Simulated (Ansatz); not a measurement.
# Si: the cost of one run

Method: DFT PBE, scalar-relativistic, plane waves, PAW, in Ansatz 0.2.0.

## Step 1: Starting point

Symmetry: P3m1, No. 156, trigonal system. Conventional cell: a = 7.681 Å, b = 7.681 Å, c = 24.055 Å, α = 90.00°, β = 90.00°, γ = 120.00°. Si (site symmetry m) has 3 Si at 2.35 Å as nearest neighbours. Si (site symmetry 3m) has 3 Si at 2.35 Å as nearest neighbours. Si (site symmetry m) has 4 Si at 2.35 Å as nearest neighbours. Si (site symmetry 3m) is surrounded by 4 Si at 2.35 Å. Only part of the 11 independent sites is listed.

Structure file:

```xyz
23
Lattice="7.6805 0.0000 0.0000 -3.8403 6.6515 0.0000 0.0000 0.0000 24.0550" Properties=species:S:1:pos:R:3 pbc="T T T"
Si    0.0000    2.2172    8.5000
Si   -1.9201    5.5429    8.5000
Si    3.8403    2.2172    8.5000
Si    1.9201    5.5429    8.5000
Si    0.0000    0.0000    9.2839
Si   -1.9201    3.3258    9.2839
Si    3.8403    0.0000    9.2839
Si    1.9201    3.3258    9.2839
Si    0.0000    0.0000   11.6356
Si   -1.9201    3.3258   11.6356
Si    3.8403    0.0000   11.6356
Si    1.9201    3.3258   11.6356
Si    1.9201    1.1086   12.4194
Si    0.0000    4.4343   12.4194
Si    5.7604    1.1086   12.4194
Si    3.8403    4.4343   12.4194
Si    1.9201    1.1086   14.7711
Si    0.0000    4.4343   14.7711
Si    5.7604    1.1086   14.7711
Si    3.8403    4.4343   14.7711
Si    0.0000    2.2172   15.5550
Si   -1.9201    5.5429   15.5550
Si    3.8403    2.2172   15.5550
```

Slab cut from the bulk at the bulk's listed lattice constants, lower half held.

## Step 2: Relaxing the atoms

input.yaml reads:

```yaml
crystal:
  lattice:
    - [7.680509, 0.0, 0.0]
    - [-3.8402545, 6.65151592, 0.0]
    - [0.0, 0.0, 24.054997865]
  atoms:
    - { symbol: Si, position: [0.166666665, 0.333333335, 0.3533569218] }
    - { symbol: Si, position: [0.166666665, 0.833333335, 0.3533569218] }
    - { symbol: Si, position: [0.666666665, 0.333333335, 0.3533569218] }
    - { symbol: Si, position: [0.666666665, 0.833333335, 0.3533569218] }
    - { symbol: Si, position: [0.0, 0.0, 0.3859442748] }
    - { symbol: Si, position: [0.0, 0.5, 0.3859442748] }
    - { symbol: Si, position: [0.5, 0.0, 0.3859442748] }
    - { symbol: Si, position: [0.5, 0.5, 0.3859442748] }
    - { symbol: Si, position: [0.0, 0.0, 0.4837063235] }
    - { symbol: Si, position: [0.0, 0.5, 0.4837063235] }
    - { symbol: Si, position: [0.5, 0.0, 0.4837063235] }
    - { symbol: Si, position: [0.5, 0.5, 0.4837063235] }
    - { symbol: Si, position: [0.333333335, 0.166666665, 0.5162936765] }
    - { symbol: Si, position: [0.333333335, 0.666666665, 0.5162936765] }
    - { symbol: Si, position: [0.833333335, 0.166666665, 0.5162936765] }
    - { symbol: Si, position: [0.833333335, 0.666666665, 0.5162936765] }
    - { symbol: Si, position: [0.333333335, 0.166666665, 0.6140557252] }
    - { symbol: Si, position: [0.333333335, 0.666666665, 0.6140557252] }
    - { symbol: Si, position: [0.833333335, 0.166666665, 0.6140557252] }
    - { symbol: Si, position: [0.833333335, 0.666666665, 0.6140557252] }
    - { symbol: Si, position: [0.166666665, 0.333333335, 0.6466430782] }
    - { symbol: Si, position: [0.166666665, 0.833333335, 0.6466430782] }
    - { symbol: Si, position: [0.666666665, 0.333333335, 0.6466430782] }
basis:
  ecutwfc: 420.0
  fft_grid_basis: typed
kpoints:
  mp_grid: { grid: [6, 6, 1] }
hamiltonian:
  xc: pbe
  pseudopotentials: { kind: paw }
scf:
  occupations: { method: gaussian, width: 0.1 }
output:
  forces: true
  eigenvalues: true
efield:
  axis: 3
  dipole_correction: true
  ramp_width: 0.04
relax:
  adjacent_minimum: "off"
  f_tol: 0.04
  max_steps: 40
  constraints: [{ sites: [0, 1, 2, 3, 4, 5, 6, 7, 8, 9, 10, 11] }]
```

The run is started by

```console
$ ansatz run input.yaml --threads 4 --pin off --max-ram 8847MiB --backend cpu --events-out ev --progress --plain --runs-dir out
```

Q: Estimate wall time and peak memory on 4 threads of Arm Neoverse N1, shared host.

About 4 min, with a peak of 2.1 GiB.
